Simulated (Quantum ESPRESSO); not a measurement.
Write the native input for Quantum ESPRESSO 7.5 that does the following.

```yaml
Task: single point
Functional: PBEsol
Potentials_or_basis: GBRV 1.5 PBEsol
Cutoff: 612 eV
Density_cutoff: 4898 eV
k_mesh: 18 × 18 × 18
Occupations: methfessel-paxton, width 0.1 eV
Spin: no spin polarisation
Mixing_beta: 0.5
Most_SCF_iterations: 120
SCF_threshold: 2e-10 Ry
```

Crystal: Mo.

```
Mo
1.0
    -1.44000    1.44000    1.44000
     1.44000   -1.44000    1.44000
     1.44000    1.44000   -1.44000
Mo
1
Cartesian
  0.0000 0.0000 0.0000
```

The cell was built by a generator and needn't be a form met in nature.

These files were run (other wordings do the same):

pw.in

```
&CONTROL
  calculation = 'scf'
  prefix = 'pwscf'
  outdir = './tmp'
  pseudo_dir = './pseudo'
  tprnfor = .true.
  tstress = .true.
  disk_io = 'nowf'
/
&SYSTEM
  ibrav = 0
  nat = 1
  ntyp = 1
  ecutwfc = 45
  ecutrho = 360
  nbnd = 13
  occupations = 'smearing'
  smearing = 'mp'
  degauss = 0.00734986
/
&ELECTRONS
  conv_thr = 2d-10
  electron_maxstep = 120
  mixing_beta = 0.5
/
ATOMIC_SPECIES
Mo    95.9500 mo_pbesol_v1.uspp.F.UPF
CELL_PARAMETERS angstrom
  -1.4400000000    1.4400000000    1.4400000000
   1.4400000000   -1.4400000000    1.4400000000
   1.4400000000    1.4400000000   -1.4400000000
ATOMIC_POSITIONS crystal
Mo     0.0000000000    0.0000000000    0.0000000000
K_POINTS automatic
18 18 18 0 0 0
```

Potentials or basis: GBRV 1.5 PBEsol.

Launch:

```console
$ OMP_NUM_THREADS=1 pw.x -in pw.in > pw.out
```

Results of the run:

```json
{"Pressure": "113.6 GPa", "Band gap on the k mesh": "none (metal or under the smearing width)"}
```

Caveat: a pressure of tens of GPa on the cell as given is suspect, and the run, the potentials or the cell itself is likely at fault.

It took 35 s on 1 thread of AMD EPYC 7571, with other jobs on the host, peak memory 0.07 GiB.
